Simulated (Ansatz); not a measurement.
# PBE0/cc-pVDZ run of CH8BN (SMILES [BH3-][NH2+]C)

Aim: the electronic atomisation energy of CH8BN at PBE0/cc-pVDZ, from 5 runs. 

Program for the calculation: Ansatz 0.2.0.

64 further runs of the same task are left out: 2 that didn't finish, 62 set aside as unsound or not needed.

## Step 1: The system as given

CH8BN has 11 atoms, charge 0, and is taken as a singlet. SMILES: `[BH3-][NH2+]C`. The coordinates come from a PBE0-D4/def2-TZVP relaxation.

Bond lengths: B1–N2 1.626 Å, N2–C3 1.469 Å, B1–H4 1.214 Å, B1–H5 1.214 Å, B1–H6 1.214 Å, N2–H7 1.016 Å, N2–H8 1.016 Å, C3–H9 1.089 Å, C3–H10 1.089 Å, C3–H11 1.092 Å. Some angles: B1–N2–C3 114.0°, B1–N2–H7 108.2°, B1–N2–H8 108.2°, C3–N2–H7 109.9°, C3–N2–H8 109.9°, N2–B1–H4 105.5°, N2–B1–H5 105.4°, N2–B1–H6 105.4°, N2–C3–H9 108.2°, N2–C3–H10 108.2°.

## Step 2: The energy at PBE0/cc-pVDZ

input.yaml

```yaml
basis:
  gaussian:
    orbitals: cc-pVDZ
crystal:
  periodic: [false, false, false]
  atoms:
    - symbol: B
      position_ang: [-0.828400, 1.032000, -0.205100]
    - symbol: N
      position_ang: [-0.349500, -0.497500, 0.070800]
    - symbol: C
      position_ang: [1.107800, -0.661100, 0.155200]
    - symbol: H
      position_ang: [-2.040900, 0.991000, -0.245400]
    - symbol: H
      position_ang: [-0.325100, 1.341700, -1.265700]
    - symbol: H
      position_ang: [-0.402900, 1.677500, 0.731200]
    - symbol: H
      position_ang: [-0.783500, -0.815200, 0.932300]
    - symbol: H
      position_ang: [-0.721000, -1.084700, -0.669900]
    - symbol: H
      position_ang: [1.475700, -0.024100, 0.957600]
    - symbol: H
      position_ang: [1.543500, -0.317100, -0.781300]
    - symbol: H
      position_ang: [1.389800, -1.699400, 0.341100]
hamiltonian:
  xc: {name: PBE0}
accuracy: high
output: {orbitals: {seedname: orbitals}}
```

Command:

```
$ ansatz run input.yaml --threads 1 --pin off --max-ram 3480MiB --events-out events.jsonl --progress --plain --runs-dir runs
```

The log of the run:

```text
Warning: RAYON_NUM_THREADS=1 ignored (pool sized by the plan → 1); use --threads N
Functional definition: PBE0
  name "PBE0"
  parameter a = 0.25
  parameter kappa = 0.804
  parameter beta = 0.06672455060314922
  exchange = (1 - a)*pbe_x(kappa = kappa, mu = beta*pi^2/3) + a*exact_x
  correlation = pbe_c(beta = beta)
2051 factors; integrals over basis functions are off by at most 3.4e-9 eV
mean field evaluation 1: about -3325.2869 eV, gradient 4.1e1 eV
mean field evaluation 2: about -3325.1959 eV, gradient 4.3e1 eV
mean field evaluation 4: about -3329.6615 eV, gradient 1.3e0 eV
mean field evaluation 8: about -3329.6618 eV, gradient 1.3e-2 eV
mean field evaluation 16: about -3329.6618 eV, gradient 1.3e-7 eV
mean field -3329.66182528 eV, -122.3628151532 hartree, gradient 1.9e-8 eV, S^2 0.000000; 0 other end points of the search recorded, 0 dependent functions left out
reference -3329.66182773 eV, -122.3628152431 hartree; 13, 13 occupied and 69, 69 virtual orbitals, 2051 factors
Total energy: -3329.66182773 eV, -122.3628152431 hartree
```

Wall time 5.4 s (1 thread of Arm Neoverse V2, shared host); peak memory 0.24 GiB.

## Step 3: The B atom, same level

in.yaml

```yaml
crystal:
  periodic: [false, false, false]
  atoms:
    - symbol: B
      position_ang: [0.000000, 0.000000, 0.000000]
basis:
  gaussian:
    orbitals: cc-pVDZ
hamiltonian:
  xc: {name: PBE0}
magnetization:
  spin_polarized: true
  initial_magnetization: 1
accuracy: high
```

Run the same way, it converges to -24.61592 Eh (log not shown).

## Step 4: The C atom

input.yaml

```yaml
crystal:
  periodic: [false, false, false]
  atoms:
    - {symbol: C, position_ang: [0.000000, 0.000000, 0.000000]}
basis:
  gaussian:
    orbitals: cc-pVDZ
magnetization:
  spin_polarized: true
  initial_magnetization: 2
hamiltonian:
  xc: {name: PBE0}
accuracy: high
```

Run the same way, it converges to -37.79901 Eh (log not shown).

## Step 5: The H atom, same level

input.yaml

```yaml
crystal:
  periodic: [false, false, false]
  atoms:
    - symbol: H
      position_ang: [0.000000, 0.000000, 0.000000]
basis:
  gaussian:
    orbitals: cc-pVDZ
total_charge: 0
magnetization:
  spin_polarized: true
  initial_magnetization: 1
hamiltonian:
  xc: pbe0
accuracy: high
```

Command:

```
$ ansatz run input.yaml --threads 1 --pin off --max-ram 3480MiB --events-out events.jsonl --progress --plain --runs-dir runs
```

The log of the run (excerpt; [...] marks lines left out):

```text
Warning: RAYON_NUM_THREADS=1 ignored (pool sized by the plan → 1); use --threads N
[... 7 set-up lines as earlier in the session ...]
15 factors; integrals over basis functions are off by at most 4.6e-8 eV
mean field evaluation 1: about -13.6122 eV, gradient 3.3e-1 eV
mean field evaluation 2: about -13.6122 eV, gradient 3.3e-1 eV
mean field evaluation 4: about -13.6136 eV, gradient 4.5e-6 eV
mean field evaluation 8: about -13.6136 eV, gradient 8.9e-11 eV
mean field -13.61357941 eV, -0.5002898156 hartree, gradient 1.3e-10 eV, S^2 0.750000; 0 other end points of the search recorded, 0 dependent functions left out
reference -13.61358076 eV, -0.5002898653 hartree; 1, 0 occupied and 4, 5 virtual orbitals, 15 factors
Total energy: -13.61358076 eV, -0.5002898653 hartree
```

Wall time 0.12 s (1 thread of Arm Neoverse V2, shared host).

## Step 6: The N atom at the same level

molecule.yaml

```yaml
crystal:
  periodic: [false, false, false]
  atoms:
    - {symbol: "N", position_ang: [0.000000, 0.000000, 0.000000]}
basis:
  gaussian: {orbitals: cc-pVDZ}
magnetization: {spin_polarized: true, initial_magnetization: 3}
hamiltonian: {xc: {name: PBE0}}
accuracy: high
```

Run the same way, it converges to -54.53075 Eh (log not shown).

## Step 7: Results

At PBE0/cc-pVDZ:

| quantity | value |
| --- | --- |
| molecule: total energy | -122.36282 Eh |
| molecule: HOMO energy | -7.57 eV |
| molecule: LUMO energy | 0.87 eV |
| molecule: HOMO–LUMO gap | 8.44 eV |
| B atom: total energy | -24.61592 Eh |
| B atom: ⟨S²⟩ | 0.753 |
| C atom: total energy | -37.79901 Eh |
| C atom: ⟨S²⟩ | 2.003 |
| H atom: total energy | -0.50029 Eh |
| H atom: ⟨S²⟩ | 0.750 |
| N atom: total energy | -54.53075 Eh |
| N atom: ⟨S²⟩ | 3.752 |
| electronic atomisation energy | 38.499 eV |

Taking the molecule apart into free atoms costs 38.50 eV (888 kcal/mol), before zero-point energy and without spin-orbit coupling.
